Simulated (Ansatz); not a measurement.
**C₂H₆FGaN radical: small, medium and large basis sets**

One table from this session's results is given with a row withheld; the runs are named, their logs left out.

Program: Ansatz 0.2.0, Gaussian basis. Level of theory: one geometry, several basis sets. These are calculated values, not measurements.

Levels to be run: PBE0-D4/def2-SVP; ωB97M-V/def2-SVP; PBE0-D4/def2-QZVPP; the functionals' def2-TZVPP values are taken from earlier runs.

1 further run of the same task is left out (for a known fault of the program).

**Structure used throughout**

The geometry comes from an earlier relaxation with PBE0-D4 in a triple-zeta def2 set; it is a stationary point, not always the lowest conformer.

SMILES `[CH2][N](C)[GaH][F]`, 11 atoms, charge 0, spin multiplicity 2.

Atoms are counted from 1 here; the program's logs count them from 0.

Bond lengths: C1–N2 1.263 Å, C1–H6 1.091 Å, C1–H7 1.087 Å, N2–C3 1.447 Å, N2–Ga4 2.110 Å, C3–H8 1.093 Å, C3–H9 1.092 Å, C3–H10 1.091 Å, Ga4–F5 1.800 Å, Ga4–H11 1.598 Å. Angles: N2–C1–H6 121.9°, N2–C1–H7 119.1°, H6–C1–H7 119.0°, C1–N2–C3 120.6°, C1–N2–Ga4 123.3°, C3–N2–Ga4 116.1°, N2–C3–H8 111.8°, N2–C3–H9 108.9°, N2–C3–H10 108.1°, H8–C3–H9 109.9°, H8–C3–H10 111.1°, H9–C3–H10 107.0°, N2–Ga4–F5 92.8°, N2–Ga4–H11 101.1°, F5–Ga4–H11 115.2°.

The first run:

File in.yaml:

```yaml
crystal:
  periodic: [false, false, false]
  atoms:
    - {symbol: C, position_ang: [-0.742797, 1.240936, -0.385288]}
    - {symbol: N, position_ang: [-0.019918, 0.251168, -0.079242]}
    - {symbol: C, position_ang: [0.227134, -0.804480, -1.037936]}
    - {symbol: Ga, position_ang: [0.967649, 0.067819, 1.776851]}
    - {symbol: F, position_ang: [0.792456, -1.723967, 1.792806]}
    - {symbol: H, position_ang: [-1.184713, 1.347449, -1.377392]}
    - {symbol: H, position_ang: [-0.929975, 2.009973, 0.360009]}
    - {symbol: H, position_ang: [-0.341304, -0.656050, -1.959459]}
    - {symbol: H, position_ang: [1.295324, -0.835980, -1.261117]}
    - {symbol: H, position_ang: [-0.029389, -1.754786, -0.568118]}
    - {symbol: H, position_ang: [-0.034479, 0.857918, 2.738885]}
basis:
  gaussian: {orbitals: def2-SVP}
magnetization: {spin_polarized: true, initial_magnetization: 1}
hamiltonian: {xc: pbe0, dispersion: d4}
output: {orbitals: {seedname: orbitals}}
```

On the command line:

```
$ ansatz run in.yaml --threads 2 --pin off --events-out ev --progress --plain --max-ram 32768MiB --backend cpu
```

Steps of the session up to this table: PBE0-D4 in def2-SVP; ωB97M-V in def2-SVP; PBE0-D4 in def2-QZVPP.

One table of the session follows, with a row left open; its other results are not shown here.

It belongs to the step «Density functionals: the series». 

| functional | basis | HOMO (eV) | LUMO (eV) |
| --- | --- | --- | --- |
| PBE0-D4 | def2-SVP | -4.74 | -1.86 |
| PBE0-D4 | def2-TZVPP | ? | ? |
| PBE0-D4 | def2-QZVPP | -4.88 | -2.02 |
| ωB97M-V | def2-SVP | -6.61 | 0.06 |
| ωB97M-V | def2-TZVPP | -6.74 | -0.05 |

**Question.** Estimate the row for PBE0-D4, def2-TZVPP.

The run gave: HOMO (eV): -4.85; LUMO (eV): -1.97. In the column «HOMO (eV)» it lies between PBE0-D4, def2-QZVPP (-4.88) and PBE0-D4, def2-SVP (-4.74).
